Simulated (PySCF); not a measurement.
# RuF3: structure of the doublet

Where does doublet RuF3 go from a B3LYP minimum start, is the end point a minimum, and what are its modes, charges and moments?

Computed with PySCF 2.14.0. Level: B3LYP, basis Ru def2-SVP with ECP28, F def2-SVP, scalar-relativistic core potentials, no spin–orbit coupling, density fitting.

**1. The starting structure**

4 atoms, charge 0, spin multiplicity 2.

Bond lengths: Ru1–F2 1.830 Å, Ru1–F3 1.830 Å, Ru1–F4 1.830 Å. Angles: F2–Ru1–F3 120.0°, F2–Ru1–F4 120.0°, F3–Ru1–F4 120.0°.

```xyz
4
charge 0 multiplicity 2
Ru    0.0000    0.0000    0.0000
F     1.8302    0.0000    0.0000
F    -0.9151    1.5850    0.0000
F    -0.9151   -1.5850    0.0000
```

**2. Finding the electronic state**

One driver script runs all steps and calls PySCF; scf.py shows how it sets up the SCF of each step. The optimiser is the driver's own. After this first run the driver tries any further starts and a stability analysis.

The input, scf.py:

```python
from pyscf import gto, scf, dft
mol = gto.M(atom='''
Ru    -0.000000     0.000000    -0.000000
F      1.830202     0.000013     0.000000
F     -0.915112     1.584995     0.000000
F     -0.915090    -1.585007    -0.000000''',
    basis={'Ru': 'def2-SVP', 'F': 'def2-SVP'},
    ecp={'Ru': 'def2-SVP'},
    charge=0, spin=1)
mf = dft.UKS(mol, xc='B3LYP')
mf.grids.atom_grid = (50, 194)
aux = {'Ru': 'def2-universal-JKFIT', 'F': 'def2-universal-JKFIT'}
mf = mf.density_fit(auxbasis=aux)
mf.conv_tol = 1e-08
mf.diis_space = 10
mf.max_cycle = 60
mf.init_guess = 'minao'
mf.verbose = 4
mf.kernel()
```

Started as:

```sh
> OMP_NUM_THREADS=2 python axn.py task.json out
```

Further steps of the session: Relaxing the doublet from the B3LYP minimum start; Vibrations and properties at this point.

Q: Predict the outcome of this session. Wanted: minimum; geometry; wavenumbers; dipole moment; highest occupied, lowest empty level; polar-tensor charge of Ru1; zero-point energy; atomisation energy; ⟨S²⟩.

As calculated:

| quantity | value |
| --- | --- |
| minimum | doublet, D3h |
| geometry | Ru–F 1.829 Å (×3); F–Ru–F 120.0° (×3) |
| wavenumbers (cm⁻¹) | 100 (a2''), 149 (e'), 676 (a1'), 701 (e') |
| dipole moment | 0.00 D |
| highest occupied, lowest empty level (either spin) | -7.47, -4.39 eV |
| polar-tensor charge of Ru1 | +1.69 e |
| zero-point energy | 14.8 kJ/mol |
| entropy at 298.15 K | 312.1 J/(mol K) |
| atomisation energy (no zero-point energy) | 1202 kJ/mol |
| ⟨S²⟩ | 0.752 |

**Reading.** The B3LYP minimum start keeps its D3h symmetry and ends in a minimum. In the infrared the band at 701 cm⁻¹ (e', stretch) leads. Ru1 has a polar-tensor charge of +1.7 e (a dipole derivative, not a static charge), yet symmetry cancels the bond dipoles. Most of the spin sits on Ru1 (Mulliken spin 1.03, against 1 for the whole molecule). Other starts or spin states, not run here, may lie lower. One determinant may miss the lowest occupation of an open d or f shell.
